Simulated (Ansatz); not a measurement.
# Cl3FSW: basis-set convergence

Aim: see how fast density functionals converge with the basis set for Cl3FSW.

Program: Ansatz 0.2.0, Gaussian basis. Level of theory: one geometry, several basis sets. These are calculated values, not measurements.

Plan: PBE0-D4/def2-SVP; ωB97M-V/def2-SVP; PBE0-D4/def2-QZVPP; ωB97M-V/def2-QZVPP; the functionals' def2-TZVPP values are taken from earlier runs.

### 1 The relaxed structure

All runs share one geometry, relaxed beforehand with PBE0-D4 in a triple-zeta def2 set. W takes the def2 core potential; no spin-orbit term is included.

SMILES `[F][W](=[S])([Cl])([Cl])[Cl]`, 6 atoms, charge 0, spin multiplicity 1.

Atoms are counted from 1 here; the program's logs count them from 0.

Bond lengths: F1–W2 1.859 Å, W2–S3 2.086 Å, W2–Cl4 2.281 Å, W2–Cl5 2.278 Å, W2–Cl6 2.281 Å. Angles: F1–W2–S3 104.6°, F1–W2–Cl4 84.6°, F1–W2–Cl5 152.0°, F1–W2–Cl6 84.6°, S3–W2–Cl4 105.8°, S3–W2–Cl5 103.4°, S3–W2–Cl6 105.8°, Cl4–W2–Cl5 87.9°, Cl4–W2–Cl6 148.3°, Cl5–W2–Cl6 87.9°.

### 2 PBE0-D4 in def2-SVP

in.yaml

```yaml
crystal:
  periodic: [false, false, false]
  atoms:
    - {symbol: F, position_ang: [-1.627788, -0.439795, 0.860397]}
    - {symbol: W, position_ang: [-0.010480, -0.034365, 0.038615]}
    - {symbol: S, position_ang: [1.442763, -0.733328, 1.362292]}
    - {symbol: Cl, position_ang: [-0.508714, -1.796938, -1.321642]}
    - {symbol: Cl, position_ang: [1.210863, 0.835835, -1.675872]}
    - {symbol: Cl, position_ang: [-0.464543, 2.104493, 0.690011]}
basis:
  gaussian: {orbitals: def2-SVP}
hamiltonian: {xc: pbe0, dispersion: d4}
output: {orbitals: {seedname: orbitals}}
```

Started as:

```sh
> ansatz run in.yaml --threads 4 --pin off --events-out ev --progress --plain --max-ram 11315MiB
```

After this run come: ωB97M-V in def2-SVP; PBE0-D4 in def2-QZVPP; ωB97M-V in def2-QZVPP.

**Question.** What will the summary of the whole plan be? Wanted: PBE0-D4: double and triple zeta above quadruple; ωB97M-V: double and triple zeta above quadruple.

**Answer**, as computed:

```
                                       quantity           value
PBE0-D4: double and triple zeta above quadruple  22.27, 1.60 eV
ωB97M-V: double and triple zeta above quadruple  22.07, 1.52 eV
```

**Reading.** PBE0-D4 gains 20.67 eV from double to triple zeta, then 1.60 eV more. Total energies overstate the basis error of differences, where much of it tends to cancel.
